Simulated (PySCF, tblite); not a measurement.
**CH₁₀BSi₃ radical, a small gas-phase stand-in for a defect centre (Si site with back bonds [SiH3], C, [BH][SiH3]): EPR parameters**

Wanted: the EPR parameters for `C[Si]([SiH3])B[SiH3]`. It is drawn as: dangling bond.

Programs: tblite 0.8.0 and PySCF 2.14.0. All values are calculated, for the isolated system unless a continuum is named. Atoms count from 0, parts from 1.

## (1) Starting point

15 atoms, charge 0, multiplicity 2; geometry: distance geometry start.

## (2) Relaxing the cluster with GFN2-xTB

The job: settings as JSON, then the geometry in Å.

```
{"job": {"kind": "relax", "xc": "GFN2-xTB", "basis": "xTB"}, "charge": 0, "multiplicity": 2}
Si    -0.828078     0.215622    -0.968884
Si    -1.751206    -1.448166     0.118597
C     -0.981257     1.755553     0.084998
B      1.091306     0.021620    -1.224405
Si     2.293608    -0.473487     0.236627
H     -0.850726    -2.314090     0.835878
H     -2.689960    -0.836993     1.116253
H     -2.645560    -2.174048    -0.829062
H     -0.153855     1.789230     0.818017
H     -0.861793     2.633319    -0.607588
H     -1.973959     1.715300     0.560858
H      1.562186     0.902652    -1.897800
H      1.773387    -1.669138     0.922599
H      3.590744    -0.739136    -0.404677
H      2.384477     0.580595     1.237108
```

Method: GFN2-xTB geometry optimisation, gas phase.

The run is started by

```sh
OMP_NUM_THREADS=1 python cluster_run.py task.json out
```

The driver reads the jobs from task.json and runs them one after another.

The program printed:

```text
step      E/eV     max force
  0    -368.08455    2.455
  1    -368.31149    1.142
  2    -368.44958    0.816
  3    -368.51840    0.959
  4    -368.65368    0.846
  5    -368.71543    0.702
  6    -368.76628    0.577
  7    -368.80132    0.652
  8    -368.83574    0.608
  9    -368.87221    0.525
 10    -368.89899    0.531
 11    -368.91871    0.548
 12    -368.94000    0.488
 13    -368.96562    0.644
 14    -368.99291    0.616
 15    -369.01348    0.321
 16    -369.02616    0.357
 17    -369.03697    0.315
 18    -369.05207    0.503
 19    -369.06974    0.488
 20    -369.08355    0.333
 21    -369.09257    0.300
 22    -369.10084    0.271
 23    -369.11106    0.327
 24    -369.12498    0.379
 25    -369.14200    0.401
 26    -369.15963    0.374
 27    -369.17467    0.316
 28    -369.18825    0.310
 29    -369.20401    0.390
 30    -369.21853    0.299
 31    -369.22668    0.339
 32    -369.23681    0.228
 33    -369.24333    0.223
 34    -369.25175    0.213
 35    -369.25867    0.278
 36    -369.26867    0.330
 37    -369.27718    0.266
 38    -369.28541    0.200
 39    -369.29198    0.198
 40    -369.29895    0.250
 41    -369.30708    0.268
 42    -369.31652    0.237
 43    -369.32560    0.205
 44    -369.33317    0.211
 45    -369.33991    0.234
 46    -369.34608    0.225
 47    -369.35309    0.249
 48    -369.36128    0.185
 49    -369.36777    0.182
 50    -369.37267    0.170
 51    -369.37836    0.210
 52    -369.38492    0.264
 53    -369.39142    0.217
 54    -369.39687    0.246
 55    -369.40153    0.200
 56    -369.40634    0.227
 57    -369.41125    0.234
 58    -369.41556    0.185
 59    -369.41974    0.175
 60    -369.42525    0.218
 61    -369.43288    0.300
 62    -369.44160    0.311
 63    -369.44806    0.188
 64    -369.45313    0.173
 65    -369.45640    0.158
 66    -369.46191    0.209
 67    -369.46739    0.228
 68    -369.47175    0.170
 69    -369.47509    0.125
 70    -369.47773    0.130
 71    -369.48021    0.128
 72    -369.48284    0.140
 73    -369.48537    0.132
 74    -369.48783    0.141
 75    -369.49009    0.096
 76    -369.49121    0.082
 77    -369.49193    0.061
 78    -369.49261    0.054
 79    -369.49338    0.063
 80    -369.49393    0.052
 81    -369.49424    0.037
 82    -369.49446    0.039
 83    -369.49467    0.035
 84    -369.49490    0.027
 85    -369.49515    0.028
 86    -369.49539    0.029
 87    -369.49558    0.028
 88    -369.49572    0.024
 89    -369.49582    0.022
 90    -369.49590    0.021
 91    -369.49600    0.024
 92    -369.49612    0.026
 93    -369.49624    0.024
 94    -369.49634    0.023
 95    -369.49640    0.022
 96    -369.49646    0.021
 97    -369.49654    0.024
 98    -369.49662    0.029
 99    -369.49670    0.028
100    -369.49678    0.020
101    -369.49686    0.021
102    -369.49695    0.024
103    -369.49705    0.026
104    -369.49719    0.033
105    -369.49740    0.038
106    -369.49779    0.060
107    -369.49841    0.078
108    -369.49912    0.070
109    -369.49963    0.042
110    -369.49984    0.029
111    -369.49996    0.033
112    -369.50011    0.039
113    -369.50027    0.032
114    -369.50052    0.036
115    -369.50064    0.041
116    -369.50086    0.032
117    -369.50099    0.028
118    -369.50108    0.029
119    -369.50114    0.026
120    -369.50124    0.032
121    -369.50138    0.041
122    -369.50154    0.055
123    -369.50178    0.041
124    -369.50213    0.051
125    -369.50254    0.058
126    -369.50288    0.052
127    -369.50316    0.045
128    -369.50322    0.074
129    -369.50349    0.035
130    -369.50365    0.025
131    -369.50391    0.038
132    -369.50413    0.059
133    -369.50434    0.050
134    -369.50450    0.037
135    -369.50462    0.028
136    -369.50472    0.032
137    -369.50485    0.031
138    -369.50500    0.029
139    -369.50515    0.036
140    -369.50529    0.037
141    -369.50545    0.034
142    -369.50562    0.033
143    -369.50578    0.034
144    -369.50592    0.024
145    -369.50602    0.027
146    -369.50611    0.019
147    -369.50618    0.020
148    -369.50627    0.025
149    -369.50639    0.025
150    -369.50645    0.018
151    -369.50652    0.019
152    -369.50659    0.024
153    -369.50670    0.031
154    -369.50685    0.036
155    -369.50702    0.033
156    -369.50719    0.032
157    -369.50737    0.049
158    -369.50757    0.062
159    -369.50751    0.078
160    -369.50794    0.050
161    -369.50811    0.036
162    -369.50854    0.040
163    -369.50870    0.041
164    -369.50899    0.032
165    -369.50911    0.027
166    -369.50919    0.024
167    -369.50923    0.022
168    -369.50926    0.016
169    -369.50929    0.018
170    -369.50930    0.010
171    -369.50931    0.006
```

Wall time 9 s (1 thread of Intel Xeon Platinum 8259CL at 2.50GHz, shared host).

Relaxation path:

```tsv
step	energy from step 0 (eV)	largest force (eV/Å)
0	0.0000	2.4549
7	-0.7168	0.6528
14	-0.9084	0.6155
21	-1.0080	0.2996
28	-1.1037	0.3096
35	-1.1741	0.2785
42	-1.2320	0.2365
49	-1.2832	0.1820
56	-1.3218	0.2270
63	-1.3635	0.1880
70	-1.3932	0.1296
77	-1.4074	0.0605
84	-1.4103	0.0272
91	-1.4115	0.0242
98	-1.4121	0.0286
105	-1.4129	0.0376
112	-1.4156	0.0388
119	-1.4166	0.0258
126	-1.4183	0.0516
133	-1.4198	0.0501
140	-1.4207	0.0369
147	-1.4216	0.0197
154	-1.4223	0.0352
161	-1.4236	0.0359
168	-1.4247	0.0163
171	-1.4248	0.0064
```

Close pairs (by a distance rule), those that changed most:

```tsv
bond	before (Å)	after (Å)	change (Å)
Si0–Si1	2.192	2.318	+0.127
Si0–C2	1.872	1.923	+0.051
Si0–B3	1.946	1.901	-0.045
C2–H9	1.124	1.087	-0.038
Si1–H6	1.500	1.472	-0.028
Si1–H5	1.441	1.465	+0.025
Si4–H14	1.456	1.479	+0.023
B3–H11	1.205	1.182	-0.023
```

## (3) Geometry optimisation at PBE0-D3(BJ)/def2-SVP

The job: settings as JSON, then the geometry in Å.

```
{"job": {"xc": "PBE0", "basis": "def2-SVP", "d3": "d3bj", "grid": 2, "kind": "geom", "shake": 0.01}, "charge": 0, "multiplicity": 2}
Si    -0.383820     0.425786    -0.074592
Si    -1.776367    -1.304831     0.581743
C     -1.590892     1.949446    -0.382102
B      1.504618     0.609099    -0.348114
Si     2.715871    -0.888721    -0.085082
H     -0.963944    -2.359756     1.179647
H     -2.771382    -0.933425     1.589675
H     -2.500223    -1.900025    -0.536971
H     -2.108120     2.236300     0.551288
H     -1.014380     2.821688    -0.691444
H     -2.325529     1.734864    -1.127564
H      1.915596     1.651542    -0.677348
H      2.038130    -2.146688     0.288168
H      3.528124    -1.235026    -1.241590
H      3.721393    -0.685625     0.988957
```

The program printed:

```text
step   0  E = -936.60641810  max force = 0.030319
step   1  E = -936.61731747  max force = 0.006039
step   2  E = -936.61769583  max force = 0.001438
step   3  E = -936.61774986  max force = 0.000361
step   4  E = -936.61776898  max force = 0.000381
step   5  E = -936.61777497  max force = 0.000262
optimisation converged
```

Wall time 1.7 min (1 thread of Intel Xeon Platinum 8259CL at 2.50GHz, shared host); peak memory 0.68 GiB.

Relaxation path:

```tsv
step	energy from step 0 (eV)	largest force component (eV/Å)
0	0.0000	1.5591
1	-0.2966	0.3105
2	-0.3069	0.0739
3	-0.3084	0.0186
4	-0.3089	0.0196
5	-0.3090	0.0135
```

Distances of close pairs at the start and the end, largest changes first:

```tsv
bond	before (Å)	after (Å)	change (Å)
Si0–C2	1.968	1.881	-0.087
B3–Si4	1.944	2.005	+0.061
Si4–H13	1.455	1.501	+0.046
B3–H11	1.168	1.212	+0.044
Si1–H7	1.459	1.498	+0.038
C2–H10	1.068	1.102	+0.034
Si1–H6	1.464	1.498	+0.033
Si1–H5	1.460	1.492	+0.032
```

The next job starts from the end point, and lists it.

```tsv
at the end point	value
point group (found at 0.08 Å tolerance)	C1
rotational constants (GHz, main isotopes)	2.796, 1.229, 0.876
dipole moment (D)	2.74
⟨S²⟩	0.754
```

## (4) EPR parameters: B3LYP/IGLO-III+pcH-1

The job: settings as JSON, then the geometry in Å.

```
{"job": {"kind": "epr"}, "charge": 0, "multiplicity": 2}
Si    -0.459543     0.544877    -0.087976
Si    -1.657281    -1.352188     0.583743
C     -1.597938     2.012490    -0.384392
B      1.450723     0.607106    -0.333641
Si     2.652395    -0.970712    -0.040894
H     -0.748778    -2.393835     1.145147
H     -2.666125    -0.958708     1.618126
H     -2.403756    -1.926191    -0.581033
H     -2.140460     2.275044     0.538531
H     -1.024585     2.888690    -0.720481
H     -2.355226     1.771027    -1.148312
H      1.927873     1.664873    -0.682676
H      1.923619    -2.225277     0.337169
H      3.444400    -1.275025    -1.279070
H      3.643822    -0.687563     1.050411
```

With the program's defaults for keys left out, this is: UKS B3LYP, IGLO-III on B C Si, pcH-1 on H, non-relativistic, mean-field spin-orbit, GIAO.

The program printed:

```text
UKS, coarse grid
  cycle   1  E = -937.45176067  |g| = 3.33e-01
  cycle   2  E = -937.42114416  |g| = 3.84e-01
  cycle   3  E = -937.50923021  |g| = 4.20e-02
  cycle   4  E = -937.51033119  |g| = 1.85e-02
  cycle   5  E = -937.51053499  |g| = 6.93e-03
  cycle   6  E = -937.51056764  |g| = 2.25e-03
  cycle   7  E = -937.51057194  |g| = 7.70e-04
UKS, final grid
  cycle   1  E = -937.51052825  |g| = 6.71e-04
  cycle   2  E = -937.51052814  |g| = 8.39e-04
  cycle   3  E = -937.51052861  |g| = 9.52e-05
  cycle   4  E = -937.51052861  |g| = 6.77e-05
  cycle   5  E = -937.51052862  |g| = 2.63e-05
E = -937.51052862 Eh   <S^2> = 0.7529 (exact 0.7500)
g shifts (ppm)      1          2          3
  rmc           -92        -92        -92
  gc            -18          6         19
  oz_so          25        284       3316
  total         -85        198       3244
hyperfine (MHz)  atom isotope    a_iso     a_fc   dipolar eigenvalues
    0  29Si     -62.05     -62.63   -121.11     59.05     62.06
    1  29Si      19.74      19.78     -1.65     -0.93      2.58
    2   13C      -6.56      -6.60     -1.18     -0.59      1.77
    3   11B       4.29       4.45    -15.27    -14.98     30.25
    4  29Si      19.50      19.53     -1.10     -0.15      1.25
    5    1H       1.84       1.84     -1.55     -1.21      2.76
    6    1H      14.73      14.73     -1.32     -1.05      2.37
    7    1H      30.93      30.93     -1.53     -0.89      2.42
    8    1H      33.04      33.04     -2.41     -1.46      3.86
    9    1H       0.37       0.36     -2.08     -1.59      3.67
   10    1H      32.03      32.03     -2.36     -1.47      3.84
   11    1H     -17.19     -17.16     -8.45     -0.23      8.67
   12    1H      -0.36      -0.36     -1.55     -1.39      2.94
   13    1H      23.23      23.23     -1.37     -1.00      2.37
   14    1H      29.25      29.25     -1.42     -0.96      2.38
```

Run time: 97 s. Hardware: 1 thread of Intel Xeon Platinum 8259CL at 2.50GHz, shared host; peak memory 0.97 GiB.

Principal g values 2.00223, 2.00252, 2.00556; g(iso) = 2.00344, against 2.00232 for a free electron.

Hyperfine couplings, nucleus by nucleus at this fixed geometry (no averaging over rotations):

```tsv
nuclei	isotope	a(iso) (MHz)	a(iso) (G, at g = 2.0023)	largest dipolar term (MHz)
Si0	29Si	-62.1	-22.1	-121.1
H8	1H	33.0	11.8	3.9
H10	1H	32.0	11.4	3.8
H7	1H	30.9	11.0	2.4
H14	1H	29.2	10.4	2.4
H13	1H	23.2	8.3	2.4
Si1	29Si	19.7	7.0	2.6
Si4	29Si	19.5	7.0	1.2
H11	1H	-17.2	-6.1	8.7
H6	1H	14.7	5.3	2.4
C2	13C	-6.6	-2.3	1.8
B3	11B	4.3	1.5	30.3
H5	1H	1.8	0.7	2.8
H9	1H	0.4	0.1	3.7
```

Mulliken spin populations:

Si0 0.74; Si1 -0.04; C2 -0.03; B3 0.29; Si4 -0.02; H5 0.00; H6 0.01; H7 0.01; H8 0.01; H9 0.00; H10 0.01; H11 -0.02; H12 0.00; H13 0.01; H14 0.01

In first order the couplings over 0.8 MHz of 1H, 11B give 1020 distinct lines over 69.6 G.

Orbitals, density, ELF and potential are computed afterwards from the orbital file.

ELF in a plane through or near 8 of the atoms.

Ten even steps from '0' (0.00) to '9' (1.00):
```
0000000000000000000000000000
0000000000000000000000000000
0000000000000000000000000000
0000000005898400068510000000
0000000008999800399940000000
0000000008999800699950000000
0000000016999610389741000000
0000012257352753775263100000
0000133019725912396553000000
0000240774967767255210000000
0000120563533412241000000000
0000026898300399972000000000
0000039999500351123100000000
0000059999007827715420000000
0000017980079981026520000000
0000000000099995223210000000
0000000000089983111000000000
0000000000014520000000000000
0000000000000000000000000000
0000000000000000000000000000
```
The map spans 12.5 Å across and 10.6 Å up, centred on the molecule. Atoms in the plane (x, y in Å): Si0 (0.6, 0.3), Si1 (1.0, -2.0), C2 (2.3, 1.3), B3 (-1.1, 1.2), Si4 (-2.8, 0.1), H9 (2.1, 2.4), H11 (-1.1, 2.4), H12 (-2.6, -1.4).

On the surface of density 0.002 e/bohr³ the electrostatic potential runs, from the 1st to the 99th percentile, from -0.37 to 1.23 V.

The spin density lies nearest to Si0 49 %; B3 31 %.

## (5) EPR parameters: BHandHLYP/IGLO-III+pcH-1

The job, as its differences from that of step 4:

```diff
@@ -1,2 +1,2 @@
-{"job": {"kind": "epr"}, "charge": 0, "multiplicity": 2}
+{"job": {"kind": "epr", "xc": "BHandHLYP"}, "charge": 0, "multiplicity": 2}
 Si    -0.459543     0.544877    -0.087976
```

With the program's defaults for keys left out, this is: UKS BHandHLYP, IGLO-III on B C Si, pcH-1 on H, non-relativistic, mean-field spin-orbit, GIAO.

The program printed:

```text
UKS, coarse grid
  cycle   1  E = -937.34581360  |g| = 2.40e-01
  cycle   2  E = -937.36987894  |g| = 1.60e-01
  cycle   3  E = -937.38347602  |g| = 2.95e-02
  cycle   4  E = -937.38429394  |g| = 7.43e-03
  cycle   5  E = -937.38436533  |g| = 2.69e-03
  cycle   6  E = -937.38438741  |g| = 1.72e-03
  cycle   7  E = -937.38439529  |g| = 6.17e-04
UKS, final grid
  cycle   1  E = -937.38436955  |g| = 4.93e-04
  cycle   2  E = -937.38436980  |g| = 4.16e-04
  cycle   3  E = -937.38436993  |g| = 1.31e-04
  cycle   4  E = -937.38437001  |g| = 3.09e-05
  cycle   5  E = -937.38437001  |g| = 6.80e-06
E = -937.38437001 Eh   <S^2> = 0.7540 (exact 0.7500)
g shifts (ppm)      1          2          3
  rmc           -90        -90        -90
  gc            -16          4         19
  oz_so          39         68       3052
  total         -66        -18       2982
hyperfine (MHz)  atom isotope    a_iso     a_fc   dipolar eigenvalues
    0  29Si     -80.19     -80.82   -123.27     60.03     63.24
    1  29Si      23.09      23.13     -1.89     -0.88      2.78
    2   13C      -7.20      -7.24     -1.00     -0.52      1.52
    3   11B      -3.95      -3.80    -13.95    -13.08     27.03
    4  29Si      19.13      19.17     -1.10      0.07      1.04
    5    1H       1.83       1.83     -1.61     -1.20      2.82
    6    1H      14.01      14.01     -1.35     -1.06      2.42
    7    1H      29.39      29.39     -1.53     -0.95      2.48
    8    1H      33.08      33.08     -2.36     -1.52      3.88
    9    1H       0.87       0.86     -2.21     -1.56      3.77
   10    1H      32.17      32.17     -2.32     -1.53      3.85
   11    1H     -15.45     -15.42     -7.88     -0.06      7.95
   12    1H      -0.21      -0.20     -1.59     -1.35      2.95
   13    1H      19.20      19.20     -1.31     -1.00      2.31
   14    1H      24.49      24.49     -1.36     -0.96      2.32
```

Wall time 90 s (1 thread of Intel Xeon Platinum 8259CL at 2.50GHz, shared host); peak memory 1.2 GiB.

In short: g(iso) 2.00329.

## (6) Comparing the runs: EPR parameters

g, ⟨S²⟩ and isotropic hyperfine couplings (MHz), with basis size and wall time:

```tsv
run	g(iso)	⟨S²⟩	29Si Si0	1H H8	1H H10	1H H7	1H H14	functions	time
B3LYP/IGLO-III+pcH-1	2.00344	0.753	-62.1	33.0	32.0	30.9	29.2	302	97 s
BHandHLYP/IGLO-III+pcH-1	2.00329	0.754	-80.2	33.1	32.2	29.4	24.5	302	90 s
```

## (7) Summary of results

```
                                                                  quantity                   value
                                                               point group                      C1
                                      rotational constants (main isotopes)    2.80, 1.23, 0.88 GHz
                                                            g(iso) (B3LYP)                 2.00344
                                                                      ⟨S²⟩      0.753 (exact 0.75)
                                                            largest a(iso)  29Si on Si0, -62.1 MHz
potential on the surface of density 0.002 e/bohr³, 1st and 99th percentile      -0.37 V and 1.23 V
```

What this shows: The start of the PBE0/def2-SVP relaxation was shaken at random by about 0.01 Å, so part of the energy gained, and of the first lengths quoted, undoes that. Relaxing lowered the energy by 0.309 eV in 5 steps; the close pair that moved most is Si0–C2, from 1.968 to 1.881 Å (PBE0/def2-SVP). No frequency check was run at this level, so the end point may be a saddle. The largest share of the spin, 0.74 e, sits on Si0. The isotropic g lies 1.1 ppt above the free-electron value. The coupling of 29Si on Si0 runs from -80.2 (BHandHLYP/IGLO-III+pcH-1) to -62.1 MHz (B3LYP/IGLO-III+pcH-1). A capped cluster stands for the solid here, so long-range fields and strain are missing, and bands or shifts of the capping hydrogens have no counterpart in it.
